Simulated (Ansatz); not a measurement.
**ClFH10O3Si4 (built from SMILES Cl.F[Si](O[SiH3])(O[SiH3])O[SiH3]): search for a transition state**

Is there a first-order saddle for this four-centre ligand exchange, which should form Si1–Cl10, O2–H9 and break Si1–O2, H9–Cl10, and which two structures does it connect?

Program: Ansatz 0.2.0, Gaussian basis. Level of theory: PBE0-D4, def2-SVP first, then def2-TZVP. These are calculated values, not measurements.

151 further runs of the same task are left out: 151 set aside as unsound or not needed.

## Step 1: Starting geometry

The guess: 19 atoms, charge 0, spin multiplicity 1.

Atoms are counted from 1 here; the program's logs count them from 0.

Bond lengths: Si1–O2 1.773 Å, Si1–O4 1.597 Å, Si1–O6 1.591 Å, Si1–F8 1.639 Å, O2–Si3 1.675 Å, O2–H9 1.030 Å, Si3–H11 1.454 Å, Si3–H12 1.460 Å, Si3–H13 1.455 Å, O4–Si5 1.629 Å, Si5–H14 1.457 Å, Si5–H15 1.465 Å, Si5–H16 1.463 Å, O6–Si7 1.630 Å, Si7–H17 1.460 Å, Si7–H18 1.459 Å, Si7–H19 1.464 Å. Angles: O2–Si1–O4 117.9°, O2–Si1–O6 121.0°, O2–Si1–F8 88.0°, O4–Si1–O6 118.8°, O4–Si1–F8 99.8°, O6–Si1–F8 97.6°, Si1–O2–Si3 130.3°, Si1–O2–H9 99.1°, Si3–O2–H9 129.8°, O2–Si3–H11 106.8°, O2–Si3–H12 99.6°, O2–Si3–H13 107.5°, H11–Si3–H12 113.7°, H11–Si3–H13 114.3°, H12–Si3–H13 113.5°, Si1–O4–Si5 146.2°, O4–Si5–H14 102.1°, O4–Si5–H15 107.3° and more.

Geometry (Å):

| atom | x (Å) | y (Å) | z (Å) |
| --- | --- | --- | --- |
| Si1 | -0.1477 | 0.1108 | 0.3446 |
| O2 | 0.3418 | -0.8028 | -1.0940 |
| Si3 | 1.8582 | -1.3099 | -1.5925 |
| O4 | -0.1641 | 1.7047 | 0.2479 |
| Si5 | 0.5446 | 3.0291 | -0.3819 |
| O6 | -0.9406 | -0.5934 | 1.5306 |
| Si7 | -2.0296 | -1.5756 | 2.2430 |
| F8 | 1.3659 | -0.1168 | 0.9321 |
| H9 | -0.5472 | -0.7768 | -1.6126 |
| Cl10 | -2.1044 | 0.0291 | -1.0761 |
| H11 | 2.3046 | -2.3064 | -0.6328 |
| H12 | 1.5110 | -1.8659 | -2.8976 |
| H13 | 2.7089 | -0.1319 | -1.6716 |
| H14 | -0.1836 | 4.1068 | 0.2746 |
| H15 | 0.3582 | 2.9741 | -1.8342 |
| H16 | 1.9701 | 2.9843 | -0.0562 |
| H17 | -3.2296 | -1.6518 | 1.4153 |
| H18 | -2.2560 | -0.9331 | 3.5330 |
| H19 | -1.3601 | -2.8747 | 2.3285 |

Distances that are to change: Si1–Cl10 2.42 Å, O2–H9 1.03 Å, Si1–O2 1.77 Å, H9–Cl10 1.83 Å.

## Step 2: Relaxing the guess with the reacting distances held

hold/in.yaml reads:

```yaml
crystal:
  periodic: [false, false, false]
  atoms:
    - {symbol: Si, position_ang: [-0.147700, 0.110800, 0.344600]}
    - {symbol: O, position_ang: [0.341800, -0.802800, -1.094000]}
    - {symbol: Si, position_ang: [1.858200, -1.309900, -1.592500]}
    - {symbol: O, position_ang: [-0.164100, 1.704700, 0.247900]}
    - {symbol: Si, position_ang: [0.544600, 3.029100, -0.381900]}
    - {symbol: O, position_ang: [-0.940600, -0.593400, 1.530600]}
    - {symbol: Si, position_ang: [-2.029600, -1.575600, 2.243000]}
    - {symbol: F, position_ang: [1.365900, -0.116800, 0.932100]}
    - {symbol: H, position_ang: [-0.547200, -0.776800, -1.612600]}
    - {symbol: Cl, position_ang: [-2.104400, 0.029100, -1.076100]}
    - {symbol: H, position_ang: [2.304600, -2.306400, -0.632800]}
    - {symbol: H, position_ang: [1.511000, -1.865900, -2.897600]}
    - {symbol: H, position_ang: [2.708900, -0.131900, -1.671600]}
    - {symbol: H, position_ang: [-0.183600, 4.106800, 0.274600]}
    - {symbol: H, position_ang: [0.358200, 2.974100, -1.834200]}
    - {symbol: H, position_ang: [1.970100, 2.984300, -0.056200]}
    - {symbol: H, position_ang: [-3.229600, -1.651800, 1.415300]}
    - {symbol: H, position_ang: [-2.256000, -0.933100, 3.533000]}
    - {symbol: H, position_ang: [-1.360100, -2.874700, 2.328500]}
basis:
  gaussian: {orbitals: def2-SVP}
hamiltonian: {xc: pbe0, dispersion: d4}
relax: {f_tol: 0.04, max_steps: 150, escape_saddle: false, constraints: [{distance: [0, 9]}, {distance: [1, 8]}, {distance: [0, 1]}, {distance: [8, 9]}]}
```

Command:

```console
> ansatz run in.yaml --threads 4 --pin off --events-out ev --progress --plain --max-ram 46080MiB --backend cuda --devices 0, --max-vram 37GiB
```

The runs that follow: A starting Hessian; Saddle search in the small basis; Saddle search in triple zeta; Checking the order of the point; Relaxing after a step of 0.30 Å one way along the mode; Relaxing after a step of 0.30 Å the other way along the mode.

Q: Predict the outcome of this session. Wanted: imaginary mode; barrier from the start side; barrier from the end side; energy of the step; pairs that change; zero-point energy at the saddle.

**Answer**, as computed:

```
                       quantity                                          value
                 imaginary mode                                      106i cm⁻¹
    barrier from the start side                                    91.3 kJ/mol
      barrier from the end side                                     1.1 kJ/mol
             energy of the step                                   +90.2 kJ/mol
              pairs that change  Si1–Cl10 formed, O2–H9 formed, H9–Cl10 broken
zero-point energy at the saddle                                       2.914 eV
```

In words: The point has a single imaginary mode (106i cm⁻¹), as a transition state must. It joins the planned start and end. At PBE0-D4/def2-TZVP the electronic barrier is 91.3 kJ/mol, about 37 kT at 298 K, and the step runs 90.2 kJ/mol uphill. A step off the saddle overshot and began above it in energy, so the link to its end is likely but not proven. The ends are the nearest minima, not always the lowest complexes.
